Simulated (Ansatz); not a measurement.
# CH₅ClFNOSi: up Jacob's ladder to CCSD(T)

One table from this session's results is given with a row withheld; the runs are named, their logs left out.

Method: functionals in def2-TZVPP, the program's frozen cores in correlated methods; program: Ansatz 0.2.0, Gaussian basis.

The runs, in order: LDA (SPW92), PBE-D4, revPBE-D4, BLYP-D4, r2SCAN-D4, B97M-V, PBE0-D4, B3LYP-D4, r2SCANh-D4, r2SCAN0-D4, HSE06-D4, BHLYP-D4, CAM-B3LYP-D4, LC-ωPBE, ωB97X-V, ωB97M-V, B2PLYP, PBE-QIDH; CCSD(T)/def2-SVP; CCSD(T)/def2-TZVPP; MP2/def2-QZVPP; extrapolation to the limit; RPA on PBE.

## The relaxed structure

An earlier PBE0-D4 in a triple-zeta def2 set relaxation fixed the geometry.

11 atoms, charge 0, spin multiplicity 1.

Atoms are counted from 1 here; the program's logs count them from 0.

Bond lengths: C1–O2 1.414 Å, C1–H7 1.090 Å, C1–H8 1.094 Å, C1–H9 1.093 Å, O2–Si3 1.614 Å, Si3–N4 1.675 Å, Si3–F5 1.593 Å, Si3–Cl6 2.041 Å, N4–H10 1.005 Å, N4–H11 1.004 Å. Angles: O2–C1–H7 107.9°, O2–C1–H8 110.8°, O2–C1–H9 111.4°, H7–C1–H8 108.8°, H7–C1–H9 109.0°, H8–C1–H9 109.0°, C1–O2–Si3 125.3°, O2–Si3–N4 108.2°, O2–Si3–F5 107.3°, O2–Si3–Cl6 113.2°, N4–Si3–F5 114.9°, N4–Si3–Cl6 109.0°, F5–Si3–Cl6 104.2°, Si3–N4–H10 122.5°, Si3–N4–H11 122.8°, H10–N4–H11 113.8°.

Coordinates:

```mol
CH5ClFNOSi
  3D, bonds by distance, orders not assigned

 11 10  0  0  0  0  0  0  0  0999 V2000
    0.4062   -0.8858   -1.6604 C   0  0
   -0.1368   -0.7406   -0.3630 O   0  0
   -0.0816    0.6055    0.5265 Si  0  0
   -0.5709    0.2260    2.0830 N   0  0
    1.3960    1.1900    0.4121 F   0  0
   -1.2694    2.0986   -0.1984 Cl  0  0
    0.3427   -1.9395   -1.9333 H   0  0
   -0.1632   -0.2988   -2.3868 H   0  0
    1.4533   -0.5724   -1.6911 H   0  0
   -0.3214   -0.6379    2.5316 H   0  0
   -0.9895    0.8978    2.7005 H   0  0
  1  2  8  0
  2  3  8  0
  3  4  8  0
  3  5  8  0
  3  6  8  0
  1  7  8  0
  1  8  8  0
  1  9  8  0
  4 10  8  0
  4 11  8  0
M  END
```

The first run:

File in.yaml:

```yaml
crystal:
  periodic: [false, false, false]
  atoms:
    - {symbol: C, position_ang: [0.406163, -0.885831, -1.660391]}
    - {symbol: O, position_ang: [-0.136773, -0.740628, -0.363013]}
    - {symbol: Si, position_ang: [-0.081580, 0.605510, 0.526515]}
    - {symbol: N, position_ang: [-0.570939, 0.225997, 2.082995]}
    - {symbol: F, position_ang: [1.396049, 1.190036, 0.412074]}
    - {symbol: Cl, position_ang: [-1.269442, 2.098601, -0.198443]}
    - {symbol: H, position_ang: [0.342663, -1.939473, -1.933289]}
    - {symbol: H, position_ang: [-0.163198, -0.298755, -2.386846]}
    - {symbol: H, position_ang: [1.453304, -0.572353, -1.691117]}
    - {symbol: H, position_ang: [-0.321379, -0.637903, 2.531633]}
    - {symbol: H, position_ang: [-0.989466, 0.897798, 2.700483]}
basis:
  gaussian: {orbitals: def2-TZVPP}
hamiltonian: {xc: lda}
output: {orbitals: {seedname: orbitals}}
```

On the command line:

```
ansatz run in.yaml --threads 4 --pin off --events-out ev --progress --plain --max-ram 10444MiB
```

Among the steps run: LDA; PBE-D4 (GGA); revPBE-D4 (GGA); BLYP-D4 (GGA); r2SCAN-D4 (meta-GGA); B97M-V (meta-GGA); PBE0-D4 (hybrid); B3LYP-D4 (hybrid); r2SCANh-D4 (hybrid); r2SCAN0-D4 (hybrid); HSE06-D4 (hybrid); BHLYP-D4 (hybrid); CAM-B3LYP-D4 (range-separated); LC-ωPBE (range-separated); ωB97X-V (range-separated); ωB97M-V (range-separated); B2PLYP (double hybrid); PBE-QIDH (double hybrid).

One of the session's tables, all rows but one given; the rest of the session is left out.

```
  functional  HOMO (eV)  LUMO (eV)  gap (eV)
 LDA (SPW92)      -6.79      -0.29      6.50
      PBE-D4          ?          ?         ?
   revPBE-D4      -6.53      -0.03      6.51
     BLYP-D4      -6.47      -0.12      6.35
   r2SCAN-D4      -6.94       0.57      7.51
      B97M-V      -7.03       0.16      7.19
     PBE0-D4      -8.14       0.78      8.92
    B3LYP-D4      -7.86       0.43      8.28
  r2SCANh-D4      -7.51       0.85      8.36
  r2SCAN0-D4      -8.37       1.24      9.61
    HSE06-D4      -7.73       0.41      8.14
    BHLYP-D4      -9.56       1.45     11.00
CAM-B3LYP-D4      -9.60       1.58     11.18
     LC-ωPBE     -11.06       2.94     14.00
     ωB97X-V     -10.65       2.71     13.37
     ωB97M-V     -10.55       2.25     12.80
```

**Question.** Estimate the row for PBE-D4.

The run gave: HOMO (eV): -6.60; LUMO (eV): -0.11; gap (eV): 6.49. In the column «HOMO (eV)» it lies between LDA (SPW92) (-6.79) and revPBE-D4 (-6.53).
